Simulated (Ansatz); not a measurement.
# Os4F: the cost of one run

Computed with Ansatz 0.2.0 (DFT LDA, scalar-relativistic, plane waves, PAW, unless a step's input says otherwise).

1 further run of the same task is left out (set aside as unsound or not needed).

### 1 The starting structure

It takes space group P1 (No. 1, triclinic). Conventional cell: a = 2.689 Å, b = 3.802 Å, c = 20.849 Å, α = 90.00°, β = 90.00°, γ = 90.00°. Os (site symmetry 1) is surrounded by 7 Os at 2.69 Å. Os (site symmetry 1) is surrounded by 11 Os at 2.50 to 2.69 Å. Os (site symmetry 1) is surrounded by 1 F at 1.67 Å. Os (site symmetry 1) has 1 F at 1.79 Å as nearest neighbours. Around F (site symmetry 1) lie 2 Os at 1.67 to 1.79 Å.

Coordinates:

```cif
data_structure
_symmetry_space_group_name_H-M 'P 1'
_symmetry_Int_Tables_number 1
_cell_length_a 2.6886
_cell_length_b 3.8023
_cell_length_c 20.8491
_cell_angle_alpha 90.000
_cell_angle_beta 90.000
_cell_angle_gamma 90.000
_cell_volume 213.14
loop_
_atom_site_label
_atom_site_type_symbol
_atom_site_fract_x
_atom_site_fract_y
_atom_site_fract_z
_atom_site_occupancy
Os1 Os 0.50000 0.50000 0.19185 1
Os2 Os 0.00000 0.00000 0.25633 1
Os3 Os 0.50000 0.50000 0.32102 1
Os4 Os 0.00000 0.00000 0.37647 1
F1 F 0.37500 0.37500 0.39614 1
```

This is the geometry of the first run shown, built on a cell relaxed beforehand with the same method.

### 2 The scan

Atoms count from 1 in the order of the input.

F is moved along a line over the surface and along the normal, above a rigid substrate.

First coordinate, position of F5 along the diagonal of the surface cell, from above Os4: 8 values from 0.00 to 4.07 Å, periodic. Second coordinate, height of F5 above the plane of Os4: 8 values from 0.41 to 3.77 Å.

Nothing else is relaxed. Points are written as (first, second).

### 3 The run at (1.75 Å, 0.41 Å)

A dipole layer in the vacuum cancels the field that periodic copies would set up if the slab's two faces differ.

input.yaml

```yaml
crystal:
  lattice:
    - [2.6886344692, 0.0, 0.0]
    - [0.0, 3.8023033306, 0.0]
    - [0.0, 0.0, 20.8491122169]
  atoms:
    - { symbol: Os, position: [0.5, 0.5, 0.1918546919] }
    - { symbol: Os, position: [0.0, 0.0, 0.256333084] }
    - { symbol: Os, position: [0.5, 0.5, 0.3210178915] }
    - { symbol: Os, position: [0.0, 0.0, 0.3764722514] }
    - { symbol: F, position: [0.375, 0.375, 0.3961373574] }
basis:
  ecutwfc: 420
kpoints:
  mp_grid: { grid: [10, 7, 1] }
hamiltonian:
  xc: lda
scf:
  occupations: { method: gaussian, width: 0.1 }
output:
  forces: true
  eigenvalues: true
efield:
  axis: 3
  dipole_correction: true
  ramp_width: 0.04
```

Run with:

```sh
ansatz run input.yaml --threads 1 --pin off --max-ram 3072MiB --backend cpu --events-out ev --progress --plain --runs-dir out
```

Q: Estimate wall time and peak memory on 1 thread of Intel Xeon Platinum 8375C at 2.90GHz (Ice Lake), shared host.

About 20 s, with a peak of 0.55 GiB.
